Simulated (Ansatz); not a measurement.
This Ansatz 0.2.0 run on ScSi2 needs a look.

run.py

```python
import json

import ase.io
import numpy as np

import ansatz as az

atoms = ase.io.read("POSCAR", format="vasp")

calculation = (
    az.Crystal.from_ase(atoms)
    .calculation()
    .kpoints(8, 8, 7)
    .functional("blyp")
    .pseudopotentials(kind="paw")
    .scf(max_iterations=1, extra_bands=7)
    .occupations(method="methfessel_paxton", width=0.05)
    .density_of_states(energy_step=0.05, projected=True, nscf_kmesh=(12, 12, 11))
    .forces()
    .stress()
    .band_table(publish=True)
)
outcome = calculation.run(threads=2, events_out="events.jsonl")

report = outcome.report
for line in open("events.jsonl"):
    event = json.loads(line)
    if event["event"] == "scf_iter":
        d = event["data"]
        print(f"SCF {d['iter']:3d}  HF = {d['harris_foulkes_ev']:.6f} eV  dr2 = {d['dr2_ev']:.2e} eV")
    elif event["event"] in ("relax_step", "md_step"):
        d = event["data"]
        print(f"{event['event']} {d['step']:3d}  E = {d['lagrangian_ev']:.6f} eV")
np.set_printoptions(precision=5, suppress=True, linewidth=110)
print("converged:", report["converged"], "after", report["n_iterations"], "iterations")
print(f"free energy {report['free_energy_ev']:.6f} eV, Fermi level {report['fermi_energy_ev']:.4f} eV")
for key in ("band_edges_ev", "magnetization_mub", "site_moments_mub", "site_moments_nc_mub", "forces_ev_ang",
                "stress_gpa", "kpoints_frac", "eigenvalues_ev"):
    if report.get(key) is not None:
        print(key, np.array(report[key]), sep="\n")
```

Contents of POSCAR:

```
ScSi2
1.0
    3.6600000000      0.0000000000      0.0000000000
   -1.8300000000      3.1696529779      0.0000000000
    0.0000000000      0.0000000000      3.8700000000
Sc Si
1 2
Direct
    0.0000000000      0.0000000000      0.0000000000
    0.6666666667      0.3333333333      0.5000000000
    0.3333333333      0.6666666667      0.5000000000
```

Potentials or basis: Ansatz PAW.

Command:

```bash
$ python run.py
```

Output:

```text
DeckWarning: basis.ecutwfc = 420 eV, auto-derived from the records' recommended cutoffs: set by Sc (normal level)
PlacementWarning: RAYON_NUM_THREADS=2 ignored (pool sized by the plan → 2); use plan(threads=…)
Traceback (most recent call last):
  File "run.py", line 23, in <module>
  [frames inside libraries left out]
ansatz.NonConvergedError: did not converge after 1 iterations: dr2 = 4.93e-2 (threshold 1.00e-7), under the density mixer `msr1`, which `scf.mixing.algorithm: auto` chose by the deck's other keys (type `scf.mixing.algorithm: msr1` to keep it); raise `scf.max_iter`, which need not help a stalled SCF, or adjust the mixing (`scf.mixing`) or, under a smearing, its width (`scf.occupations.width`, in either direction: another width is another result); this SCF holds its density and magnetisation to the symmetry operations that it keeps, and cannot end on a state that breaks one of them: if the state sought breaks one, re-run with `crystal.symmetry.detect: false`, without `crystal.symmetry.time_reversal: true`, on a non-collinear deck whose state breaks time reversal, with `crystal.symmetry.time_reversal: false` beside it (there exact exchange or a DFT+U term alone can polarise the run; a magnetic state wants starting moments), where the deck allows it (that run may end on another state, and need not converge either); this run sums exchange and correlation on more points than the dense box has (`basis.xc_grid`), where a deck that converges on the dense box may not converge: try another level (where the key is left out runs that use forces, runs that use the stress, dielectric runs by a finite field, finite-displacement phonons, runs of phonons.displacement_patterns under a GGA or a meta-GGA, phonons by method: dfpt, dielectric runs by the response, runs on support functions, runs on PAW files under a meta-GGA or a hybrid on one, runs at kind: all_electron or under a hybrid on a GGA, runs under a text's formulas of a gradient, and runs on PAW files that evaluate rPW86 or Becke's exchange or LYP's correlation can take a finer level, which can go by the root key accuracy; a number is taken as typed), or, where it is served, `1`, the dense box, on which forces and the stress change with where the atoms sit on the grid; a lower level also moves a field's Born charges, by the response (dielectric, § Limitations, in the input reference) or by a finite field; under a meta-GGA, try another mixer (`scf.mixing.algorithm: anderson` or `broyden`); mind that the stability of the state on which such a run converges can go unchecked at the default of `scf.lower_state_search`; see `basis.xc_grid`, Limitations — the other mixer that `auto` picks from is left to try (`scf.mixing.algorithm: broyden`); it can need more iterations, either can converge an SCF that the other leaves open, and the two can end on different states; the input reference at `scf.mixing.algorithm` says more, and from which start to try it
```

Q: What happened, and what is wrong with the input?

A: The calculation stopped without meeting its thresholds. The input holds a flaw that was put in on purpose: too few SCF iterations.
